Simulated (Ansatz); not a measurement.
This script for the Python package of Ansatz (0.2.0) starts 5 runs on CH4ClGe, SMILES [CH3][GeH][Cl]. What input does the engine get in each?

`ch4clge_relaxed_scan.py`:
```python
'''One bond of CH4ClGe held at set lengths while the rest relaxes.'''

import ansatz as az
import numpy as np

GEOMETRY = '''
C    -0.68890    0.39170   -0.24390
Ge    0.69060   -0.87670   -0.13960
Cl    0.99210   -1.39070    1.92330
H    -0.37950    1.35580    0.31070
H    -1.66490    0.00020    0.15360
H    -0.90740    0.72040   -1.32000
H     2.01910   -0.26870   -0.72980
'''


def main() -> None:
    geometry = az.Crystal.molecule()
    for line in GEOMETRY.strip().splitlines():
        symbol, *xyz = line.split()
        geometry = geometry.atom(symbol, [float(v) for v in xyz])

    job = (
        geometry.calculation()
        .basis(gaussian='def2-SVP')
        .functional('pbe0', dispersion='d3bj')
        .spin('collinear', total=1)
    )
    symbols = [site.symbol for site in geometry.cartesian_sites]
    pairs = [(0, 1), (0, 3), (0, 4), (0, 5), (1, 2), (1, 6)]
    print('held (A)   E (eV)        ', '  '.join(f'{symbols[i]}{i}-{symbols[j]}{j}' for i, j in pairs))
    for length in [1.45, 1.58, 1.7, 1.89, 2.13]:
        summary = job.relax(constraints=[az.DistanceConstraint((1, 6), at=length)], force_tolerance=0.02, max_steps=60).run().report
        xyz = np.array(summary['positions_ang'])
        print(f'{length:6.2f} {summary["free_energy_ev"]:14.5f}  ', '  '.join(f'{np.linalg.norm(xyz[i] - xyz[j]):.3f}' for i, j in pairs))


if __name__ == '__main__':
    main()
```

Run 1:
```yaml
crystal:
  periodic: [false, false, false]
  atoms:
    - { symbol: C, position_ang: [-0.6889, 0.3917, -0.2439] }
    - { symbol: Ge, position_ang: [0.6906, -0.8767, -0.1396] }
    - { symbol: Cl, position_ang: [0.9921, -1.3907, 1.9233] }
    - { symbol: H, position_ang: [-0.3795, 1.3558, 0.3107] }
    - { symbol: H, position_ang: [-1.6649, 0.0002, 0.1536] }
    - { symbol: H, position_ang: [-0.9074, 0.7204, -1.32] }
    - { symbol: H, position_ang: [2.0191, -0.2687, -0.7298] }
basis:
  gaussian:
    orbitals: def2-SVP
hamiltonian:
  xc: pbe0
  dispersion: d3bj
magnetization:
  spin_polarized: true
  initial_magnetization: 1.0
relax:
  f_tol: 0.02
  max_steps: 60
  constraints:
    - { distance: [1, 6], at: 1.45 }
```

Run 2, against run 1:
```diff
-    - { distance: [1, 6], at: 1.45 }
+    - { distance: [1, 6], at: 1.58 }
```

Run 3, against run 1:
```diff
-    - { distance: [1, 6], at: 1.45 }
+    - { distance: [1, 6], at: 1.7 }
```

Run 4, against run 1:
```diff
-    - { distance: [1, 6], at: 1.45 }
+    - { distance: [1, 6], at: 1.89 }
```

Run 5, against run 1:
```diff
-    - { distance: [1, 6], at: 1.45 }
+    - { distance: [1, 6], at: 2.13 }
```

```console
$ python ch4clge_relaxed_scan.py
held (A)   E (eV)         C0-Ge1  C0-H3  C0-H4  C0-H5  Ge1-Cl2  Ge1-H6
DeckWarning: relax.constraints: the input's atoms, or those drawn, lie off the distances that are held; a relaxation that starts there is brought onto them ahead of its first SCF, by positions alone, an atom by 6.29e-2 Å at the most. With the symmetry detection on, the symmetry is detected on the input's atoms as so [...]
  1.45   -70118.97834   1.955  1.101  1.098  1.099  2.180  1.450
  1.58   -70119.07321   1.957  1.101  1.098  1.099  2.179  1.580
  1.70   -70118.94631   1.959  1.101  1.099  1.099  2.179  1.700
  1.89   -70118.54402   1.962  1.101  1.099  1.099  2.179  1.890
  2.13   -70117.93413   1.967  1.101  1.100  1.099  2.182  2.130
```
(Warnings from the package without file and line, shortened, repeats left out.)

Caveats:
- Total energies depend on the basis set; only differences at equal settings carry meaning.
- The energies are electronic: no zero-point or thermal terms, and the basis set is short of its limit.
- The run takes the species as open-shell (spin multiplicity 2), which needn't be its ground state.
- Finished in 2.1 min on 1 thread of Arm Neoverse V2, with other jobs on the host, peak memory 0.32 GiB.
